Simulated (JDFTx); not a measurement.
# BBrH2 in JDFTx: notebook, part 2 of 2

JDFTx 1.7.0 (patched build). The steps go on from the part before.

## Step 3: Solvation, PBEsol

File fluid.in:

```
lattice \
   22.6767134955     0.0000000000     0.0000000000 \
    0.0000000000    20.7869873709     0.0000000000 \
    0.0000000000     0.0000000000    20.7869873709
coords-type Lattice
ion B      0.4733041700     0.4915409100     0.4995136400 1
ion Br     0.6086375000     0.4562318200     0.5802136400 1
ion H      0.3935291700     0.4331500000     0.5257500000 1
ion H      0.4736708300     0.5706681800     0.4259681800 1

ion-species pseudo/B.upf
ion-species pseudo/Br.upf
ion-species pseudo/H.upf
elec-cutoff 38
elec-ex-corr gga-PBEsol
kpoint-folding 1 1 1
elec-n-bands 11
electronic-minimize nIterations 100 energyDiffThreshold 1e-06
fluid LinearPCM
pcm-variant GLSSA13
fluid-solvent CH3CN
fluid-minimize nIterations 200 knormThreshold 1e-10
initial-state vacuum.$VAR
core-overlap-check none
forces-output-coords Cartesian

dump-name fluid.$VAR
dump End Ecomponents EigStats BandEigs Kpoints Forces ElecDensity Dtot KEdensity
```

Potentials or basis: PseudoDojo-SR-PBEsol-0.4.1-standard with smoothed tails.

Started as:

```console
$ jdftx -c 1 -i fluid.in -o fluid.out
```

Output:

```text
*************** JDFTx 1.7.0 (patched build) ***************

Input parsed successfully to the following command list (including defaults):
[... the input with its defaults ...]

---------- Setting up symmetries ----------

Found 16 point-group symmetries of the bravais lattice
Found 1 space-group symmetries with basis
Applied RMS atom displacement 0 bohrs to make symmetries exact.

---------- Initializing the Grid ----------
R =
[      22.6767            0            0  ]
[            0       20.787            0  ]
[            0            0       20.787  ]
unit cell volume = 9798.58
G =
[   0.277077          0          0  ]
[          0   0.302265          0  ]
[          0          0   0.302265  ]
Minimum fftbox size, Smin = [  128  116  116  ]
Chosen fftbox size, S = [  128  120  120  ]

---------- Exchange Correlation functional ----------
Initalized PBEsol GGA exchange.
Initalized PBEsol GGA correlation.

---------- Setting up pseudopotentials ----------
Width of ionic core gaussian charges (only for fluid interactions / plotting) set to 0.288292

Reading pseudopotential file 'pseudo/B.upf':
  'B' pseudopotential, 'PBESOL' functional
  Generated using ONCVPSP code by D. R. Hamann
  3 valence electrons, 2 orbitals, 4 projectors, 1001 radial grid points, with lMax = 1
    2S    l: 0   occupation:  2.0   eigenvalue: -0.344017
    2P    l: 1   occupation:  1.0   eigenvalue: -0.130657
  Core radius for overlap checks: 1.18 bohrs.

Reading pseudopotential file 'pseudo/Br.upf':
  'Br' pseudopotential, 'PBESOL' functional
  Generated using ONCVPSP code by D. R. Hamann
  7 valence electrons, 2 orbitals, 6 projectors, 1001 radial grid points, with lMax = 2
    4S    l: 0   occupation:  2.0   eigenvalue: -0.739906
    4P    l: 1   occupation:  5.0   eigenvalue: -0.288675
  Core radius for overlap checks: 1.88 bohrs.

Reading pseudopotential file 'pseudo/H.upf':
  'H' pseudopotential, 'PBESOL' functional
  Generated using ONCVPSP code by D. R. Hamann
  1 valence electrons, 1 orbitals, 3 projectors, 1001 radial grid points, with lMax = 1
    1S    l: 0   occupation:  1.0   eigenvalue: -0.232696
  Core radius for overlap checks: 0.96 bohrs.

Initialized 3 species with 4 total atoms.

Folded 1 k-points by 1x1x1 to 1 k-points.

---------- Setting up k-points, bands, fillings ----------
No reducable k-points.
Computing the number of bands and number of electrons
Calculating initial fillings.
Turning on subspace rotations due to non-scalar fillings.
nElectrons:  12.000000   nBands: 11   nStates: 1

----- Setting up reduced wavefunction bases (one per k-point) -----
average nbasis = 109767.000 , ideal nbasis = 109630.807

---------- Setting up ewald sum ----------
Optimum gaussian width for ewald sums = 6.775705 bohr.
Real space sum over 1089 unit cells with max indices [  4  5  5  ]
Reciprocal space sum over 2535 terms with max indices [  7  6  6  ]

---------- Allocating electronic variables ----------
Reading eigenvalues from 'vacuum.eigenvals'.
Initializing wave functions:  reading from 'vacuum.wfns'
----- createFluidSolver() ----- (Fluid-side solver setup)
   Initializing fluid molecule 'CH3CN'
     Initializing site 'center'
       Hard sphere radius: 2.11649 bohrs
       Positions in reference frame:
         [ +0.000000 +0.000000 +0.000000 ]
     Initializing site 'C1'
       Electron density: cuspless exponential with width 0.44 and norm 4.7128
       Charge density: gaussian nuclear width 0.535422 with net site charge 0.7128
       Polarizability: cuspless exponential with width 0.35 and norm 4.49
       Positions in reference frame:
         [ +0.000000 +0.000000 -2.450975 ]
     Initializing site 'C2'
       Electron density: cuspless exponential with width 0.39 and norm 3.4832
       Charge density: gaussian nuclear width 0.535422 with net site charge -0.5168
       Polarizability: cuspless exponential with width 0.39 and norm 7.18
       Positions in reference frame:
         [ +0.000000 +0.000000 +0.311805 ]
     Initializing site 'H'
       Electron density: cuspless exponential with width 0.28 and norm 0.7659
       Charge density: gaussian nuclear width 0.377945 with net site charge -0.2341
       Polarizability: cuspless exponential with width 0.37 and norm 4.33
       Positions in reference frame:
         [ +0.000000 +1.947047 -3.168120 ]
         [ +1.686192 -0.973524 -3.168120 ]
         [ -1.686192 -0.973524 -3.168120 ]
     Initializing site 'N'
       Electron density: cuspless exponential with width 0.37 and norm 5.5063
       Charge density: gaussian nuclear width 0.488179 with net site charge 0.5063
       Polarizability: cuspless exponential with width 0.35 and norm 5.85
       Positions in reference frame:
         [ +0.000000 +0.000000 +2.505777 ]
     Net charge: 0   dipole magnitude: 1.58545
     Initializing spherical shell mfKernel with radius 4.00622 Bohr
     deltaS corrections:
       site 'center': 0
       site 'C1': -3.23112
       site 'C2': -30.1398
       site 'H': -9.23538
       site 'N': -3.91197

Correction to mu due to finite nuclear width = -0.000639535
   Cavity determined by nc: 0.00018 and sigma: 0.6
   Effective cavity tension: -6.3e-07 Eh/bohr^2 to account for cavitation and dispersion.

-------- Electronic minimization -----------
	Linear fluid (dielectric constant: 38.8) occupying 0.916509 of unit cell:	Completed after 11 iterations at
ElecMinimize: Iter:   0  Etot: -17.538476328077007  |grad|_K:  6.790e-06  alpha:  1.000e+00
	Linear fluid (dielectric constant: 38.8) occupying 0.916491 of unit cell:	Completed after 2 iterations at
	Linear fluid (dielectric constant: 38.8) occupying 0.916486 of unit cell:	Completed after 1 iterations at
	SubspaceRotationAdjust: set factor to 1.45
ElecMinimize: Iter:   1  Etot: -17.538550966862896  |grad|_K:  3.245e-06  alpha:  1.342e+00  linmin: -5.527e-04
	Linear fluid (dielectric constant: 38.8) occupying 0.916464 of unit cell:	Completed after 1 iterations at
	Linear fluid (dielectric constant: 38.8) occupying 0.916462 of unit cell:	Completed after 0 iterations at
	SubspaceRotationAdjust: set factor to 1.99
ElecMinimize: Iter:   2  Etot: -17.538569730812220  |grad|_K:  2.197e-06  alpha:  1.451e+00  linmin: -3.512e-04
	Linear fluid (dielectric constant: 38.8) occupying 0.916449 of unit cell:	Completed after 1 iterations at
	Linear fluid (dielectric constant: 38.8) occupying 0.916454 of unit cell:	Completed after 0 iterations at
	SubspaceRotationAdjust: set factor to 2.53
ElecMinimize: Iter:   3  Etot: -17.538575052018295  |grad|_K:  1.554e-06  alpha:  9.146e-01  linmin:  6.533e-05
	Linear fluid (dielectric constant: 38.8) occupying 0.916448 of unit cell:	Completed after 0 iterations at
	Linear fluid (dielectric constant: 38.8) occupying 0.916448 of unit cell:	Completed after 0 iterations at
	SubspaceRotationAdjust: set factor to 2.98
ElecMinimize: Iter:   4  Etot: -17.538577793018590  |grad|_K:  6.475e-07  alpha:  9.486e-01  linmin: -3.566e-06
	Linear fluid (dielectric constant: 38.8) occupying 0.916449 of unit cell:	Completed after 0 iterations at
	Linear fluid (dielectric constant: 38.8) occupying 0.916449 of unit cell:	Completed after 0 iterations at
	SubspaceRotationAdjust: set factor to 2.69
ElecMinimize: Iter:   5  Etot: -17.538578359653059  |grad|_K:  3.519e-07  alpha:  1.119e+00  linmin: -4.152e-06
	Linear fluid (dielectric constant: 38.8) occupying 0.916452 of unit cell:	Completed after 0 iterations at
	Linear fluid (dielectric constant: 38.8) occupying 0.916451 of unit cell:	Completed after 0 iterations at
	SubspaceRotationAdjust: set factor to 2.54
ElecMinimize: Iter:   6  Etot: -17.538578478830203  |grad|_K:  2.070e-07  alpha:  7.970e-01  linmin:  2.057e-07
ElecMinimize: Converged (|Delta Etot|<1.000000e-06 for 2 iters).
Setting wave functions to eigenvectors of Hamiltonian

# Ionic positions in lattice coordinates:
ion B   0.473304170000000   0.491540910000000   0.499513640000000 1
ion Br   0.608637500000000   0.456231820000000   0.580213640000000 1
ion H   0.393529170000000   0.433150000000000   0.525750000000000 1
ion H   0.473670830000000   0.570668180000000   0.425968180000000 1

# Forces in Cartesian coordinates:
force B   0.001980488010701  -0.000474394077118   0.001135634996295 1
force Br  -0.000838210362638   0.000208452905054  -0.000441461240262 1
force H  -0.003231089663885  -0.002916292611266   0.001659751627244 1
force H   0.000841831354754   0.003509125515580  -0.003009353874559 1

# Energy components:
   A_diel =       -0.0013769216181576
   Eewald =        2.1856857991355323
       EH =       16.0787171689175210
     Eloc =      -40.6004434753691683
      Enl =        2.1450331472825761
      Exc =       -6.9483341501851310
 Exc_core =        2.2593537907187056
       KE =        7.3427861622879238
-------------------------------------
     Etot =      -17.5385784788302033

IonicMinimize: Iter:   0  Etot: -17.538578478830203  |grad|_K:  2.034e-03
IonicMinimize: None of the convergence criteria satisfied after 0 iterations.

#--- Lowdin population analysis ---
# oxidation-state B -0.031
# oxidation-state Br +0.076
# oxidation-state H +0.076 +0.076

Dumping 'fluid.eigStats' ...
	eMin: -0.745199 at state 0 ( [ +0.000000 +0.000000 +0.000000 ] spin 0 )
	HOMO: -0.242411 at state 0 ( [ +0.000000 +0.000000 +0.000000 ] spin 0 )
	mu  : -0.129522
	LUMO: -0.094232 at state 0 ( [ +0.000000 +0.000000 +0.000000 ] spin 0 )
	eMax: +0.033458 at state 0 ( [ +0.000000 +0.000000 +0.000000 ] spin 0 )
	HOMO-LUMO gap: +0.148179
	Optical gap  : +0.148179 at state 0 ( [ +0.000000 +0.000000 +0.000000 ] spin 0 )
Done!
[note: without ions in the liquid mu and the levels have no absolute zero]
```

It took 36 s on 1 thread of Arm Neoverse V2, shared host; peak memory 0.58 GiB.

Results:

```yaml
Free_energy: -477.2490 eV
Solvation_energy: -0.034 eV
```

Caveat: the forces don't sum to zero, a sign of grid noise; the minimiser leaves empty levels unsolved, so they aren't listed; the liquid is a continuum model, checked here against plausible ranges alone.

## Step 4: Solvation, PBEsol

Edit fluid.in of step 3 so:

```diff
@@ -20,3 +20,3 @@
 pcm-variant GLSSA13
-fluid-solvent CH3CN
+fluid-solvent CHCl3
 fluid-minimize nIterations 200 knormThreshold 1e-10
@@ -27,2 +27,2 @@
 dump-name fluid.$VAR
-dump End Ecomponents EigStats BandEigs Kpoints Forces ElecDensity Dtot KEdensity
+dump End Ecomponents EigStats BandEigs Kpoints Forces
```

Potentials or basis: PseudoDojo-SR-PBEsol-0.4.1-standard with smoothed tails.

Started as:

```console
$ jdftx -c 1 -i fluid.in -o fluid.out
```

Output:

```text
*************** JDFTx 1.7.0 (patched build) ***************

Input parsed successfully to the following command list (including defaults):
[... the input with its defaults ...]

---------- Setting up symmetries ----------

Found 16 point-group symmetries of the bravais lattice
Found 1 space-group symmetries with basis
Applied RMS atom displacement 0 bohrs to make symmetries exact.

---------- Initializing the Grid ----------
R =
[      22.6767            0            0  ]
[            0       20.787            0  ]
[            0            0       20.787  ]
unit cell volume = 9798.58
G =
[   0.277077          0          0  ]
[          0   0.302265          0  ]
[          0          0   0.302265  ]
Minimum fftbox size, Smin = [  128  116  116  ]
Chosen fftbox size, S = [  128  120  120  ]

---------- Exchange Correlation functional ----------
Initalized PBEsol GGA exchange.
Initalized PBEsol GGA correlation.

---------- Setting up pseudopotentials ----------
Width of ionic core gaussian charges (only for fluid interactions / plotting) set to 0.288292

[... 108 lines left out ...]

# Ionic positions in lattice coordinates:
ion B   0.473304170000000   0.491540910000000   0.499513640000000 1
ion Br   0.608637500000000   0.456231820000000   0.580213640000000 1
ion H   0.393529170000000   0.433150000000000   0.525750000000000 1
ion H   0.473670830000000   0.570668180000000   0.425968180000000 1

# Forces in Cartesian coordinates:
force B   0.003617043037320  -0.000884081330760   0.002028391422719 1
force Br  -0.000419735009103   0.000122188893170  -0.000264851768706 1
force H  -0.003719690213753  -0.003139407624330   0.001708124257858 1
force H   0.000725501203897   0.003867726120199  -0.003383424837632 1

# Energy components:
   A_diel =       -0.0057857750086345
   Eewald =        2.1856857991355323
       EH =       16.0679301713862195
     Eloc =      -40.5873073762236700
      Enl =        2.1440834612611588
      Exc =       -6.9455642442966568
 Exc_core =        2.2593537907187056
       KE =        7.3385545249186057
-------------------------------------
     Etot =      -17.5430496481087417

IonicMinimize: Iter:   0  Etot: -17.543049648108742  |grad|_K:  2.446e-03
IonicMinimize: None of the convergence criteria satisfied after 0 iterations.

#--- Lowdin population analysis ---
# oxidation-state B -0.045
# oxidation-state Br +0.088
# oxidation-state H +0.075 +0.075

Dumping 'fluid.eigStats' ...
	eMin: -0.748402 at state 0 ( [ +0.000000 +0.000000 +0.000000 ] spin 0 )
	HOMO: -0.245103 at state 0 ( [ +0.000000 +0.000000 +0.000000 ] spin 0 )
	mu  : -0.137005
	LUMO: -0.101715 at state 0 ( [ +0.000000 +0.000000 +0.000000 ] spin 0 )
	eMax: +0.026477 at state 0 ( [ +0.000000 +0.000000 +0.000000 ] spin 0 )
	HOMO-LUMO gap: +0.143388
	Optical gap  : +0.143388 at state 0 ( [ +0.000000 +0.000000 +0.000000 ] spin 0 )
Done!
[note: without ions in the liquid mu and the levels have no absolute zero]
```

It took 33 s on 1 thread of Arm Neoverse V2, shared host; peak memory 0.6 GiB.

What came out:

- Free energy: -477.3707 eV
- Largest force: 0.267 eV/Å
- Solvation energy: -0.156 eV

Forces in eV/Å, atoms in the order of the input:
```
B    0.186 -0.045  0.104
Br  -0.022  0.006 -0.014
H   -0.191 -0.161  0.088
H    0.037  0.199 -0.174
```

Caveat: forces may be off by hundredths of an eV/Å; the minimiser leaves empty levels unsolved, so they aren't listed; forces in the liquid are good to some per cent; the liquid is a continuum model, checked here against plausible ranges alone.

## Step 5: The reference run

An earlier run on the cell as given: functional PBE; potentials or basis PseudoDojo-SR-PBE-0.5-standard with smoothed tails; cutoff 1034 eV; density cutoff 8272 eV; k mesh 1 × 1 × 1; occupations fermi-dirac, width 0.05 eV; no spin polarisation.

- Largest force: 0.134 eV/Å
- Gap between the frontier levels: 3.97 eV

## Step 6: Summary

| task | level | potentials or basis | smearing | check on overlapping cores | liquid model | variant of the liquid model | solvent | density cutoff over wavefunction cutoff | largest force (eV/Å) |
| --- | --- | --- | --- | --- | --- | --- | --- | --- | --- |
| solvation | PBEsol | PseudoDojo-SR-PBEsol-0.4.1-standard with smoothed tails | fixed | none | LinearPCM | GLSSA13 | Isobutanol | 4 | 0.32 |
| solvation | PBEsol | PseudoDojo-SR-PBEsol-0.4.1-standard with smoothed tails | fixed | none | LinearPCM | GLSSA13 | CH3CN | 4 | - |
| solvation | PBEsol | PseudoDojo-SR-PBEsol-0.4.1-standard with smoothed tails | fixed | none | LinearPCM | GLSSA13 | CHCl3 | 4 | 0.27 |
| single point | PBE | PseudoDojo-SR-PBE-0.5-standard with smoothed tails | fermi-dirac 0.05 eV | - | - | - | - | 8 | 0.13 |

Alike in all rows: no spin polarisation; cell as given; k mesh 1 × 1 × 1; cutoff (eV) 1034.

Caveats: the minimiser leaves empty levels unsolved, so they aren't listed (some runs); the liquid is a continuum model, checked here against plausible ranges alone (some runs); forces may be off by hundredths of an eV/Å (some runs); forces in the liquid are good to some per cent (some runs); the forces don't sum to zero, a sign of grid noise (some runs).

Total energies depend on the potentials used, so only differences within one code and one set of settings carry meaning.
